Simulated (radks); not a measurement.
# Si⁺ in [Ne] 3s2 3p1: an all-electron calculation

An exercise on one series of results from a longer session: the logs are not shown, and one member is left open.

Program: radks (a radial shooting solver on a logarithmic mesh, Libxc functionals) version 1. Level of theory: Dirac Kohn-Sham, BLYP, spin-unpolarised, spherical densities, finite nucleus; open shells fill j = l - 1/2 first. These are calculated values, not measurements, unless marked.

**What is computed**

* element: silicon (Z = 14)
* charge: +1
* electrons: 13
* configuration: [Ne] 3s2 3p1
* nuclear rms radius: 3.1224 fm

Set-up of the first run:

The run's settings:

```text
Z 14
configuration [Ne] 3s2 3p1 4s0 3d0 4p0 4f0
relativity Dirac
functional b88,lyp
spin unpolarised
j_filling energy
nucleus finite rms 3.1224 fm
c 137.035999084
```

Among the steps run: Self-consistent calculation.

One table of the session follows, with a row left open; its other results are not shown here.

It belongs to the step «Shells». Sizes of the orbitals, from the radial functions (bohr):

| level | <r> | outermost maximum (interpolated) | 90 % within | nodes |
| --- | --- | --- | --- | --- |
| 1s1/2 | 0.1113 | 0.0726 | 0.199 | 0 |
| 2s1/2 | 0.5683 | 0.454 | 0.896 | 1 |
| 2p1/2 | 0.5359 | 0.386 | 0.902 | 0 |
| 2p3/2 | ? | ? | ? | ? |
| 3s1/2 | 2.052 | 1.73 | 3.10 | 2 |
| 3p1/2 | 2.463 | 2.01 | 3.82 | 1 |
| 3p3/2 | 2.470 | 2.02 | 3.83 | 1 |

Q: Estimate the row for 2p3/2 from the others.

The run gave: <r>: 0.5382; outermost maximum (interpolated): 0.387; 90 % within: 0.905; nodes: 0. In the column «<r>» it lies between 2p1/2 (0.5359) and 2s1/2 (0.5683).

To keep in mind: Spin polarisation and multiplet splitting are left out.
